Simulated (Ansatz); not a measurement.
# BrClGaH: how energies converge with the basis set

One table from this session's results is given with a row withheld; the runs are named, their logs left out.

Program: Ansatz 0.2.0, Gaussian basis. Level of theory: one geometry, several basis sets. These are calculated values, not measurements.

The runs, in order: PBE0-D4/def2-SVP; ωB97M-V/def2-SVP; PBE0-D4/def2-QZVPP; ωB97M-V/def2-QZVPP; the functionals' def2-TZVPP values are taken from earlier runs.

## The geometry

All runs share one geometry, relaxed beforehand with PBE0-D4 in a triple-zeta def2 set.

SMILES `[Cl][GaH][Br]`, 4 atoms, charge 0, spin multiplicity 1.

Atoms are counted from 1 here; the program's logs count them from 0.

Bond lengths: Cl1–Ga2 2.130 Å, Ga2–Br3 2.272 Å, Ga2–H4 1.547 Å. Angles: Cl1–Ga2–Br3 115.6°, Cl1–Ga2–H4 121.7°, Br3–Ga2–H4 122.7°.

Geometry (Å):

```xyz
4

Cl   -1.9705   -0.0961   -0.5284
Ga    0.0888    0.1663   -0.0524
Br    1.1092   -1.6236    0.9053
H     0.8281    1.4930   -0.3448
```

The first run:

in.yaml

```yaml
crystal:
  periodic: [false, false, false]
  atoms:
    - {symbol: Cl, position_ang: [-1.970499, -0.096140, -0.528417]}
    - {symbol: Ga, position_ang: [0.088808, 0.166330, -0.052374]}
    - {symbol: Br, position_ang: [1.109159, -1.623611, 0.905267]}
    - {symbol: H, position_ang: [0.828132, 1.493022, -0.344776]}
basis:
  gaussian: {orbitals: def2-SVP}
hamiltonian: {xc: pbe0, dispersion: d4}
output: {orbitals: {seedname: orbitals}}
```

Among the steps run: PBE0-D4 in def2-SVP; ωB97M-V in def2-SVP; PBE0-D4 in def2-QZVPP; ωB97M-V in def2-QZVPP.

One table of the session follows, with a row left open; its other results are not shown here.

It belongs to the step «Density functionals: the series». 

| functional | basis | HOMO (eV) | LUMO (eV) |
| --- | --- | --- | --- |
| PBE0-D4 | def2-SVP | ? | ? |
| PBE0-D4 | def2-TZVPP | -8.64 | -1.80 |
| PBE0-D4 | def2-QZVPP | -8.65 | -1.84 |
| ωB97M-V | def2-SVP | -10.69 | 0.10 |
| ωB97M-V | def2-TZVPP | -10.84 | -0.06 |
| ωB97M-V | def2-QZVPP | -10.86 | -0.17 |

Q: Estimate the row for PBE0-D4, def2-SVP from the others.

**Answer.** HOMO (eV): -8.52; LUMO (eV): -1.68. In the column «HOMO (eV)» it is the highest.
